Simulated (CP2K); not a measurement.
The system is NbSi.

```
CELL_PARAMETERS angstrom
3.63995 0.00000 0.00000
1.81997 3.15229 0.00000
1.81997 1.05076 2.97200
ATOMIC_POSITIONS crystal
Nb 0.00000 0.00000 0.00000
Si 0.50000 0.50000 0.50000
```

The cell was built by a generator and needn't be a form met in nature.

Base run:

* Program: CP2K 2026.2
* Functional: r2SCAN
* Dispersion: D4
* Potentials or basis: POTENTIAL_UZH Nb GTH-SCAN-q13, Si GTH-SCAN-q4; TZVP-MOLOPT-SCAN-GTH basis
* Density cutoff: 9184 eV
* k mesh: 9 × 9 × 9
* Occupations: fermi-dirac, width 0.05 eV
* Spin: no spin polarisation

Its results: band gap on the k mesh none (metal or under the smearing width); pressure -2.0 GPa.

Question: After a change of settings the same cell gave: band gap on the k mesh none (metal or under the smearing width); pressure -2.9 GPa. Which change was it?
A. dispersion from D4 to D3(BJ)+ATM
B. dispersion from D4 to none
C. dispersion from D4 to rVV10

Answer: A.

Caveats: the basis of atomic orbitals isn't converged, which shifts pressures, moduli and gaps; pairwise dispersion overbinds metals, which lowers pressure and volume.
